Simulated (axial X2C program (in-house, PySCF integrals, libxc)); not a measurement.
**NCuO²⁺: bond lengths and stretches, held linear**

An exercise on one series of results from a longer session: the logs are not shown, and one member is left open.

Computed with an in-house X2C program for linear molecules on PySCF integrals. Level: all-electron X2C, two-component (2c) or spin-free, N dyall-av3z, Cu dyall-v3z, O dyall-av3z.

All values are calculated.

2 further runs of the same task are left out: 2 set aside as unsound or not needed.

The first run:

Input file task.json:

```json
{"zs": [7, 29, 8], "q": 2, "bas": ["dyall-av3z", "dyall-v3z", "dyall-av3z"], "r0": [1.75, 1.72], "symm": 0, "scan": ["PBE0", "HF", "r2SCAN"], "levels": ["PBE0", "HF", "PBE"], "nst": 2}
```

Keys: zs atomic numbers; q charge; bas basis sets; r0 starting distance in Å; symm equal bonds; scan levels of the two-bond scan (MP2 follows by itself at each HF point); levels methods; nst determinants followed.

Launch:

```
$ python solin.py task.json out
```

Masses N 14.003, Cu 62.930, O 15.995 u.

Among the steps run: Scan at PBE0, 2c; Scan at HF, 2c; Scan at r2SCAN, 2c.

One table of the session follows, with a row left open; its other results are not shown here.

```
            level  r(N–Cu) (Å)  r(Cu–O) (Å)  lower stretch (cm⁻¹)  upper stretch (cm⁻¹)
         PBE0, 2c        1.987        1.990                 355.4                 420.7
           HF, 2c        2.073        2.055                 352.4                 425.3
       r2SCAN, 2c        1.964        1.948                 345.9                 396.8
          MP2, 2c        1.990        1.990                 386.0                 465.6
  PBE0, spin-free        1.986        1.989                 355.8                 421.1
    HF, spin-free            ?            ?                     ?                     ?
r2SCAN, spin-free        1.963        1.947                 346.1                 397.2
   MP2, spin-free        1.987        1.987                 388.7                 466.3
```

Estimate the missing values for HF, spin-free.

**Answer.** r(N–Cu) (Å): 2.069; r(Cu–O) (Å): 2.052; lower stretch (cm⁻¹): 357.1; upper stretch (cm⁻¹): 428.0. In the column «r(N–Cu) (Å)» it lies between MP2, 2c (1.990) and HF, 2c (2.073).

Scans not shown above were run alike.

Caveats from the session: A multiply charged ion may be only metastable. The molecule was held linear; bending was not examined, so a bent shape may lie lower.
